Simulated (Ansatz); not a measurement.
# MnO2 (Fd-3m) in Ansatz: equation of state, part 2 of 2

Ansatz 0.2.0. The steps go on from the part before.

### 3 Single point, PBEsol, collinear spin, ferromagnetic start, 10.39 Å³/atom (volume scaled by 0.96)

Contents of input.yaml:

```yaml
crystal:
  lattice:
    - [0.0, 3.965661623, 3.965661623]
    - [3.965661623, 0.0, 3.965661623]
    - [3.965661623, 3.965661623, 0.0]
  atoms:
    - { symbol: Mn, position: [0.125, 0.125, 0.125], spin: 4.0 }
    - { symbol: Mn, position: [0.125, 0.125, 0.625], spin: 4.0 }
    - { symbol: Mn, position: [0.625, 0.125, 0.125], spin: 4.0 }
    - { symbol: Mn, position: [0.125, 0.625, 0.125], spin: 4.0 }
    - { symbol: O, position: [0.3609537633, 0.3609537633, 0.3609537633] }
    - { symbol: O, position: [0.3609537633, 0.3609537633, 0.91713871] }
    - { symbol: O, position: [0.91713871, 0.3609537633, 0.3609537633] }
    - { symbol: O, position: [0.3609537633, 0.91713871, 0.3609537633] }
    - { symbol: O, position: [0.8890462367, 0.8890462367, 0.33286129] }
    - { symbol: O, position: [0.8890462367, 0.8890462367, 0.8890462367] }
    - { symbol: O, position: [0.8890462367, 0.33286129, 0.8890462367] }
    - { symbol: O, position: [0.33286129, 0.8890462367, 0.8890462367] }
hamiltonian:
  xc: pbesol
  pseudopotentials: { kind: paw }
magnetization:
  spin_polarized: true
kpoints:
  mp_grid: { grid: [6, 6, 6] }
scf:
  occupations: { method: fermi_dirac, width: 0.05 }
output:
  forces: true
  stress: true
  eigenvalues: true
```

Potentials or basis: Ansatz PAW.

The run is started by

```bash
ansatz run input.yaml --threads 4 --pin off --max-ram 11264MiB --backend cpu --events-out ev --progress --plain --runs-dir out
```

Output:

```text
Warning: RAYON_NUM_THREADS=4 ignored (pool sized by the plan → 4); use --threads N
Engine: ansatz 0.2.0, x86_64-unknown-linux-gnu
Pseudopotentials: kind: paw
Pseudopotential: Mn, paw, valence charge 15, recommended cutoff 420 eV (normal), Mn.paw.azcp
Pseudopotential: O, paw, valence charge 6, recommended cutoff 420 eV (normal), O.paw.azcp
Functional definition: PBEsol
  exchange = pbesol_x
  correlation = pbesol_c
Crystal: 12 atoms, lattice volume = 124.732 Å³
Basis set: ecut = 420 eV, 2421 PW (Γ), exchange–correlation on 80×80×80 points (8 copies of the dense FFT grid, shifted against one another)
Bands: 75, of which v1, the nominal top of the filled ones, is band 54 counted from 1 (53 counted from 0)
Symmetry: 48 space group operations
Space group: Fd-3m (ITA 227), of the structure as read, at distance tolerance 5.0e-5 Å
Magnetic group: BNS 227.128 (UNI 1630), of the structure as read, at distance tolerance 5.0e-5 Å
k-points: 16 of 216
Non-local potential: Mn, projectors of the file, l = 0: 3, l = 1: 2, l = 2: 3, l = 3: 1
Non-local potential: O, projectors of the file, l = 0: 2, l = 1: 2, l = 2: 1
PAW form: soft (Blöchl's): semilocal exchange-correlation on the pseudo side does not see the compensation charge
PAW frozen core: Mn, regenerated for the run's functional, and the local potential with it (the file was generated under x = pbe(κ = 0.804, μ = 0.2195149727645171), c = pbe(β = 0.06672455060314922))
PAW frozen core: O, regenerated for the run's functional, and the local potential with it (the file was generated under x = pbe(κ = 0.804, μ = 0.2195149727645171), c = pbe(β = 0.06672455060314922))
PAW one-centre angular grid: Mn, 590 points (default); XC on 64 Gauss nodes
PAW one-centre angular grid: O, 110 points (default); XC on 64 Gauss nodes
Initial density: superposition of atomic densities (chi_scale 0.1, normalization cell, long waves kept (reshape's long-wave potential 0.12 eV rms))
Starting moments: Σ|m| = 16 μB on 4 of 12 sites
Initial wavefunctions: pseudopotential atomic-orbital guess
Functional: x = pbesol(κ = 0.804, μ = 0.12345679012345678), c = pbesol(β = 0.046)
SCF iter   1: F=—  HF=-19960.539852 eV  |F-HF|=—  |Δ(HF+E_count)|=         —  Δρ=7.85e-2 (↑4.76e-2 ↓7.85e-2)  dr2=1.17e1  dr2_m=2.57e0  M=11.989 μB ∫|m|=12.320 μB  β_m=0.30  ethr=3.10e-3  ⟨swp⟩=6.5  Hψ=9434  notcnv=0  defer=4
Mixer restart at iter 1: flushing history
preconditioner: auto → Resta (q_TF=auto, 2.664 Å⁻¹)  ε∞=6.6  [insulator: Δε(μ)=0.251 eV  Ē_g=12.269 eV  σ=0.050 eV  W_gap=0.56  n_scr=50 (ndim 8)  ℏωp=29.0 eV  f_vac=0.081  D(μ)=0.18/eV (n_scr^D=0)  ε∞_Penn≈6.6]
spin=Collinear: Resta preconditioning applied to the charge; magnetization (m = ρ↑ − ρ↓) channel mixes plain (no charge-response kernel on spin).
SCF iter   2: F=—  HF=-19961.306831 eV  |F-HF|=—  |Δ(HF+E_count)|=   7.67e-1  Δρ=4.90e-2 (↑3.88e-2 ↓4.90e-2)  dr2=4.28e0  dr2_m=1.58e0  M=11.992 μB ∫|m|=12.210 μB  β_m=0.54  ethr=3.10e-3  ⟨swp⟩=3.2  Hψ=4521  notcnv=0  defer=278
SCF iter   3: F=—  HF=-19961.277553 eV  |F-HF|=—  |Δ(HF+E_count)|=   2.93e-2  Δρ=2.43e-2 (↑9.54e-3 ↓2.43e-2)  dr2=1.88e0  dr2_m=1.35e-1  M=11.984 μB ∫|m|=12.078 μB  β_m=0.54  ethr=3.10e-3  ⟨swp⟩=2.3  Hψ=3808  notcnv=0  defer=278
[... 18 lines left out ...]
Free energy (F): -19961.196294 eV
Harris-Foulkes:  -19961.196294 eV  (|F-HF|=1.38e-10)
Internal energy: -19961.193546 eV  (E = F + TS)
E sigma→0 (E₀):  -19961.194920 eV
Entropy (-TS):   -0.002747 eV (-0.229 meV/atom)
Fermi energy:    8.496260 eV
--- Per-component energies (eV) ---
  E_band       = -1393.390993
  E_kinetic    = 2603.540641
  E_local      = -14145.833201  (includes V_loc(G=0)·N_el)
  E_nonlocal   = 1342.154351
  E_hartree    = 5784.630416
  E_xc         = -1034.528494
  E_vxc        = -1328.565253  (∫ρ·V_xc dr)
  E_paw        = -6277.666604  (= ΣΔE_a)
  E_vpaw       = -1433.966312  (= ΣTr[D̂ρ^β])
  E_aug_tail   = 0.018902  (compensation charges beyond the density's cutoff)
  E_ewald      = -8234.470464
  E_core_change = 0.960904  (= ΣΔE_core)
  E_smearing   = -0.002747  (= −TS)
  E_closure    = -0.000000  (closes the sum)
  Σ components = -19961.196294   (vs F -19961.196294, Δ=0.00e0)
--- Forces (eV/Å), atoms counted from 1 ---
  atom   1  Mn     0.00000000    -0.00000000     0.00000000
  atom   2  Mn     0.00000000     0.00000000    -0.00000000
  atom   3  Mn     0.00000000    -0.00000000    -0.00000000
  atom   4  Mn     0.00000000    -0.00000000     0.00000000
  atom   5  O      0.26589862     0.26589862     0.26589862
  atom   6  O     -0.26589862    -0.26589862     0.26589862
  atom   7  O      0.26589862    -0.26589862    -0.26589862
  atom   8  O     -0.26589862     0.26589862    -0.26589862
  atom   9  O      0.26589862     0.26589862    -0.26589862
  atom  10  O     -0.26589862    -0.26589862    -0.26589862
  atom  11  O      0.26589862    -0.26589862     0.26589862
  atom  12  O     -0.26589862     0.26589862     0.26589862
  max |Σ_I F_I| component: 1.11e-16 eV/Å
--- Stress (GPa, compression-positive) ---
        6.580098      -0.000000       0.000000
        0.000000       6.580098       0.000000
        0.000000      -0.000000       6.580098
  P = ⅓ Tr σ = 6.5801 GPa (65.801 kbar)
--- Band table (eV; the first three rows and the last of 32) ---
  k-point 0 ↑: bands = ["-72.7817", "-72.7570", "-72.7570", "-72.7570", "-41.8011", "-41.6725", "-41.6725", "-41.6725", "-41.6163", "-41.6163", "-41.5495", "-41.5495", "-41.5495", "-41.5466", "-41.5466", "-41.5466", "-11.4785", "-9.7515", "-9.7036", "-9.7036", "-9.7036", "-9.1683", "-9.1683", "-9.1683", "0.8532", "1.4222", "1.4222", "1.4222", "2.1342", "2.1342", "3.1434", "3.1434", "3.1550", "3.1550", "3.1550", "3.6446", "4.5526", "4.5526", "4.5526", "5.6615", "5.6615", "5.6953", "5.6953", "5.6953", "5.8885", "5.8885", "5.8885", "6.8241", "6.8241", "6.8241", "6.8765", "6.8765", "6.8765", "7.2073", "7.2073", "7.2073", "7.6123", "7.6123", "7.6123", "8.1089", "11.0331", "11.0331", "11.0331", "11.4507", "11.4507", "11.4507", "11.5754", "11.5754", "15.7937", "19.0127", "19.0127", "19.0127", "20.5794", "20.8930", "20.8930"]
  k-point 1 ↑: bands = ["-72.7805", "-72.7582", "-72.7570", "-72.7570", "-41.7912", "-41.6703", "-41.6679", "-41.6679", "-41.6146", "-41.6146", "-41.5590", "-41.5552", "-41.5552", "-41.5495", "-41.5472", "-41.5472", "-11.3981", "-9.8818", "-9.6811", "-9.6811", "-9.6457", "-9.2138", "-9.1943", "-9.1943", "0.9976", "1.5447", "1.5447", "1.6308", "2.1597", "2.1597", "3.0017", "3.0017", "3.1224", "3.1834", "3.1834", "3.5296", "4.5118", "4.6235", "4.6235", "5.0812", "5.0812", "5.4081", "5.6534", "5.6534", "5.9608", "6.1971", "6.1971", "6.5113", "6.8508", "6.8508", "6.8765", "7.0305", "7.0305", "7.3079", "7.3110", "7.3110", "7.6684", "7.6684", "7.7808", "8.1394", "10.9587", "10.9587", "10.9661", "11.3145", "11.3145", "11.3885", "11.5061", "11.5061", "16.1447", "18.9821", "19.3413", "19.3413", "20.4946", "20.9964", "20.9964"]
  k-point 2 ↑: bands = ["-72.7775", "-72.7612", "-72.7570", "-72.7570", "-41.7692", "-41.6613", "-41.6580", "-41.6580", "-41.6079", "-41.6079", "-41.5907", "-41.5717", "-41.5717", "-41.5495", "-41.5473", "-41.5473", "-11.1946", "-10.1202", "-9.6270", "-9.6270", "-9.6060", "-9.2917", "-9.2552", "-9.2552", "1.3518", "1.8417", "1.8417", "2.1743", "2.2290", "2.2290", "2.7526", "2.7526", "3.0609", "3.1722", "3.2722", "3.2722", "4.1837", "4.1837", "4.3589", "4.9399", "4.9888", "4.9888", "5.4259", "5.4259", "5.9743", "6.1055", "6.3781", "6.3781", "6.8764", "6.9766", "6.9766", "7.2112", "7.2112", "7.5314", "7.5314", "7.5446", "7.8119", "7.8119", "7.9149", "8.1960", "10.8028", "10.8028", "10.8376", "10.9582", "10.9582", "11.2614", "11.4482", "11.4482", "17.0074", "18.6902", "20.0551", "20.0551", "20.8790", "21.3142", "21.3142"]
  k-point 15 ↓: bands = ["-69.6652", "-69.6652", "-69.6512", "-69.6512", "-38.7907", "-38.7907", "-38.6724", "-38.6724", "-38.5474", "-38.5474", "-38.5254", "-38.5254", "-38.5018", "-38.5018", "-38.4832", "-38.4832", "-10.4374", "-10.4374", "-9.3772", "-9.3772", "-9.2373", "-9.2373", "-9.1712", "-9.1712", "2.7960", "2.7960", "3.0544", "3.0544", "3.2495", "3.2495", "3.3514", "3.3514", "3.7808", "3.7808", "4.1883", "4.1883", "4.3536", "4.3536", "4.7896", "4.7896", "5.4857", "5.4857", "6.1669", "6.1669", "6.5719", "6.5719", "6.7913", "6.7913", "9.7418", "9.7418", "9.8923", "9.8923", "10.1422", "10.1422", "10.4147", "10.4147", "10.6017", "10.6017", "10.7070", "10.7070", "11.9270", "11.9270", "12.2011", "12.2011", "12.3981", "12.3981", "12.5980", "12.5980", "19.3523", "19.3523", "20.1474", "20.1474", "21.9251", "21.9251", "23.1008"]
```

It took 4.6 s on 4 threads of Intel Xeon 6975P-C (Granite Rapids), shared host; peak memory 0.74 GiB.

Results:

```yaml
Free_energy: -19961.1963 eV
Pressure: 6.6 GPa
Largest_force: 0.461 eV/Å
Band_gap_on_the_k_mesh: 0.22 eV, indirect (least direct gap 0.38 eV)
Net_moment: 11.99 μB per cell
Absolute_moment: 12.07 μB per cell
Site_moments: Mn +2.42; O +0.08 μB
```

Caveat: the magnetic or orbital state may not be the lowest; the pressure holds a Pulay correction of +0.8 GPa for the finite cutoff; only a ferromagnetic start was run, and an antiferromagnetic order may lie lower in energy; the PAW data sets come from PBE, with cores solved anew for the run's functional, which leaves a small shift of forces and pressure.

### 4 Single point, PBEsol, collinear spin, ferromagnetic start, 10.61 Å³/atom (volume scaled by 0.98)

input.yaml, as its differences from that of step 3:

```diff
@@ -2,5 +2,5 @@
   lattice:
-    - [0.0, 3.965661623, 3.965661623]
-    - [3.965661623, 0.0, 3.965661623]
-    - [3.965661623, 3.965661623, 0.0]
+    - [0.0, 3.9930118778, 3.9930118778]
+    - [3.9930118778, 0.0, 3.9930118778]
+    - [3.9930118778, 3.9930118778, 0.0]
   atoms:
```

The run is started by

```bash
ansatz run input.yaml --threads 4 --pin off --max-ram 11264MiB --backend cpu --events-out ev --progress --plain --runs-dir out
```

It took 4.6 s on 4 threads of Intel Xeon 6975P-C (Granite Rapids), shared host; peak memory 0.75 GiB.

Results (log left out):

```yaml
Free_energy: -19961.2651 eV
Pressure: 2.0 GPa
Largest_force: 0.142 eV/Å
Band_gap_on_the_k_mesh: 0.31 eV, indirect (least direct gap 0.46 eV)
Net_moment: 11.99 μB per cell
Absolute_moment: 12.09 μB per cell
Site_moments: Mn +2.45; O +0.07 μB
```

Caveat: the pressure holds a Pulay correction of +0.8 GPa for the finite cutoff; only a ferromagnetic start was run, and an antiferromagnetic order may lie lower in energy; the PAW data sets come from PBE, with cores solved anew for the run's functional, which leaves a small shift of forces and pressure.

### 5 Single point, PBEsol, collinear spin, ferromagnetic start, 10.83 Å³/atom

input.yaml, as its differences from that of step 4:

```diff
@@ -2,5 +2,5 @@
   lattice:
-    - [0.0, 3.9930118778, 3.9930118778]
-    - [3.9930118778, 0.0, 3.9930118778]
-    - [3.9930118778, 3.9930118778, 0.0]
+    - [0.0, 4.0199925062, 4.0199925062]
+    - [4.0199925062, 0.0, 4.0199925062]
+    - [4.0199925062, 4.0199925062, 0.0]
   atoms:
@@ -31 +31,5 @@
   eigenvalues: true
+  write_density: true
+  write_potential: true
+  elf: true
+  volumetric_format: npy
```

The run is started by

```bash
ansatz run input.yaml --threads 4 --pin off --max-ram 11264MiB --backend cpu --events-out ev --progress --plain --runs-dir out
```

Wall time 5.1 s (4 threads of Intel Xeon 6975P-C (Granite Rapids), shared host); peak memory 0.77 GiB.

It converged, with:

```yaml
Free_energy: -19961.2622 eV
Pressure: -2.2 GPa
Largest_force: 0.151 eV/Å
Band_gap_on_the_k_mesh: 0.39 eV, indirect (least direct gap 0.54 eV)
Net_moment: 12.00 μB per cell
Absolute_moment: 12.11 μB per cell
Site_moments: Mn +2.48; O +0.06 μB
```

Caveat: the pressure holds a Pulay correction of +0.8 GPa for the finite cutoff; only a ferromagnetic start was run, and an antiferromagnetic order may lie lower in energy; the PAW data sets come from PBE, with cores solved anew for the run's functional, which leaves a small shift of forces and pressure.

### 6 Single point, PBEsol, collinear spin, ferromagnetic start, 11.04 Å³/atom (volume scaled by 1.02)

input.yaml, as its differences from that of step 5:

```diff
@@ -2,5 +2,5 @@
   lattice:
-    - [0.0, 4.0199925062, 4.0199925062]
-    - [4.0199925062, 0.0, 4.0199925062]
-    - [4.0199925062, 4.0199925062, 0.0]
+    - [0.0, 4.046615749, 4.046615749]
+    - [4.046615749, 0.0, 4.046615749]
+    - [4.046615749, 4.046615749, 0.0]
   atoms:
```

Potentials or basis: Ansatz PAW.

The run is started by

```bash
ansatz run input.yaml --threads 4 --pin off --max-ram 11264MiB --backend cpu --events-out ev --progress --plain --runs-dir out
```

Run time: 5.4 s. Hardware: 4 threads of Intel Xeon 6975P-C (Granite Rapids), shared host; peak memory 0.77 GiB.

It converged, with:

```
Free energy            : -19961.1976 eV
Pressure               : -5.9 GPa
Largest force          : 0.421 eV/Å
Band gap on the k mesh : 0.47 eV, indirect (least direct gap 0.61 eV)
Net moment             : 12.00 μB per cell
Absolute moment        : 12.14 μB per cell
Site moments           : Mn +2.50; O +0.05 μB
```

Caveat: the pressure holds a Pulay correction of +0.8 GPa for the finite cutoff; only a ferromagnetic start was run, and an antiferromagnetic order may lie lower in energy; the PAW data sets come from PBE, with cores solved anew for the run's functional, which leaves a small shift of forces and pressure.

### 7 Single point, PBEsol, collinear spin, ferromagnetic start, 11.26 Å³/atom (volume scaled by 1.04)

input.yaml, as its differences from that of step 6:

```diff
@@ -2,5 +2,5 @@
   lattice:
-    - [0.0, 4.046615749, 4.046615749]
-    - [4.046615749, 0.0, 4.046615749]
-    - [4.046615749, 4.046615749, 0.0]
+    - [0.0, 4.0728932109, 4.0728932109]
+    - [4.0728932109, 0.0, 4.0728932109]
+    - [4.0728932109, 4.0728932109, 0.0]
   atoms:
@@ -31,5 +31 @@
   eigenvalues: true
-  write_density: true
-  write_potential: true
-  elf: true
-  volumetric_format: npy
```

The run is started by

```bash
ansatz run input.yaml --threads 4 --pin off --max-ram 11264MiB --backend cpu --events-out ev --progress --plain --runs-dir out
```

It took 5 s on 4 threads of Intel Xeon 6975P-C (Granite Rapids), shared host; peak memory 0.77 GiB.

It converged, with:

| Property | Result |
| --- | --- |
| Free energy | -19961.0750 eV |
| Pressure | -9.1 GPa |
| Largest force | 0.670 eV/Å |
| Band gap on the k mesh | 0.54 eV, indirect (least direct gap 0.69 eV) |
| Net moment | 12.00 μB per cell |
| Absolute moment | 12.18 μB per cell |
| Site moments | Mn +2.53; O +0.04 μB |

Caveat: the pressure holds a Pulay correction of +0.8 GPa for the finite cutoff; only a ferromagnetic start was run, and an antiferromagnetic order may lie lower in energy; the PAW data sets come from PBE, with cores solved anew for the run's functional, which leaves a small shift of forces and pressure.

### 8 Single point, PBEsol, collinear spin, ferromagnetic start, 11.48 Å³/atom (volume scaled by 1.06)

input.yaml, as its differences from that of step 7:

```diff
@@ -2,5 +2,5 @@
   lattice:
-    - [0.0, 4.0728932109, 4.0728932109]
-    - [4.0728932109, 0.0, 4.0728932109]
-    - [4.0728932109, 4.0728932109, 0.0]
+    - [0.0, 4.0988359054, 4.0988359054]
+    - [4.0988359054, 0.0, 4.0988359054]
+    - [4.0988359054, 4.0988359054, 0.0]
   atoms:
@@ -31 +31,5 @@
   eigenvalues: true
+  write_density: true
+  write_potential: true
+  elf: true
+  volumetric_format: npy
```

The run is started by

```bash
ansatz run input.yaml --threads 4 --pin off --max-ram 11264MiB --backend cpu --events-out ev --progress --plain --runs-dir out
```

It took 5.5 s on 4 threads of Intel Xeon 6975P-C (Granite Rapids), shared host; peak memory 0.78 GiB.

Results (log left out):

```
Free energy            : -19960.9023 eV
Pressure               : -12.1 GPa
Largest force          : 0.898 eV/Å
Band gap on the k mesh : 0.60 eV, indirect (least direct gap 0.76 eV)
Net moment             : 12.00 μB per cell
Absolute moment        : 12.24 μB per cell
Site moments           : Mn +2.55; O +0.03 μB
```

Caveat: the pressure holds a Pulay correction of +0.8 GPa for the finite cutoff; only a ferromagnetic start was run, and an antiferromagnetic order may lie lower in energy; the PAW data sets come from PBE, with cores solved anew for the run's functional, which leaves a small shift of forces and pressure.

### 9 Equation of state, PBEsol, collinear spin, ferromagnetic start

Potentials or basis: Ansatz PAW.

No new run: the results of the series are fitted here.

Results:

| Item | Value |
| --- | --- |
| Equilibrium volume | 10.71 Å³/atom |
| Bulk modulus at fixed shape and positions | 205 GPa |
| Pressure derivative of the bulk modulus | 4.5 |

Energy against volume, from the lowest point:
```
volume (Å³/atom)  energy (meV/atom)
          10.178              18.05
          10.394               5.73
          10.611               0.00
          10.827               0.24
          11.044               5.63
          11.261              15.84
          11.477              30.23
```

Caveat: the cell was scaled at fixed shape and fractional positions, which overstates the stiffness of a crystal with free parameters, most of all of layers and chains.
